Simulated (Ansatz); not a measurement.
# NiO2: the cost of one run

Program: Ansatz 0.2.0. Level of theory: DFT LDA+U (U = 4 eV, J = 0.5 eV on Ni d), plane waves, PAW. These are calculated values, not measurements.

## (1) The starting structure

Symmetry: P-3m1, No. 164, trigonal system. Conventional cell: a = 2.680 Å, b = 2.680 Å, c = 4.324 Å, α = 90.00°, β = 90.00°, γ = 120.00°. Around Ni (site symmetry -3m) lie 6 O at 1.89 Å. O (site symmetry 3m) is surrounded by 3 Ni at 1.89 Å.

As a file:

```cif
data_structure
_symmetry_space_group_name_H-M 'P 1'
_symmetry_Int_Tables_number 1
_cell_length_a 2.6801
_cell_length_b 2.6801
_cell_length_c 8.6471
_cell_angle_alpha 90.000
_cell_angle_beta 90.000
_cell_angle_gamma 120.000
_cell_volume 53.79
loop_
_atom_site_label
_atom_site_type_symbol
_atom_site_fract_x
_atom_site_fract_y
_atom_site_fract_z
_atom_site_occupancy
Ni1 Ni 0.00000 0.00000 0.00000 1
O1 O 0.33333 0.66667 0.12600 1
O2 O 0.66667 0.33333 0.37400 1
Ni2 Ni 0.00000 0.00000 0.50000 1
O3 O 0.33333 0.66667 0.62600 1
O4 O 0.66667 0.33333 0.87400 1
```

## (2) Ferromagnetic start, free, symmetry kept, no search

Input file input.yaml:

```yaml
crystal:
  lattice:
    - [2.68008797, 0.0, 0.0]
    - [-1.34004398, 2.32102426, 0.0]
    - [0.0, 0.0, 8.64707626]
  atoms:
    - { symbol: Ni, position: [0.0, 0.0, 0.0], spin: 4.0 }
    - { symbol: O, position: [0.3333333333, 0.6666666667, 0.126] }
    - { symbol: O, position: [0.6666666667, 0.3333333333, 0.374] }
    - { symbol: Ni, position: [0.0, 0.0, 0.5], spin: 4.0 }
    - { symbol: O, position: [0.3333333333, 0.6666666667, 0.626] }
    - { symbol: O, position: [0.6666666667, 0.3333333333, 0.874] }
basis:
  ecutwfc: 420
  ecutrho_ratio: 4
kpoints:
  mp_grid: { grid: [8, 8, 3] }
hamiltonian:
  xc: lda
  hubbard:
    sites:
      - { site: 0, l: d, u: 4.0, j: 0.5 }
      - { site: 3, l: d, u: 4.0, j: 0.5 }
scf:
  occupations: { method: gaussian, width: 0.05 }
  lower_state_search: "off"
  max_iter: 150
output:
  forces: true
  stress: true
  eigenvalues: true
  populations: true
  hubbard: { sites: [{ site: 0, l: d }, { site: 3, l: d }] }
magnetization:
  spin_polarized: true
```

Command:

```console
$ ansatz run input.yaml --threads 4 --pin off --max-ram 6144MiB --backend cpu --events-out ev --progress --plain --runs-dir out
```

What time and memory should one allow on 4 threads of Arm Neoverse N1, shared host?

About 7 s, with a peak of 0.42 GiB.
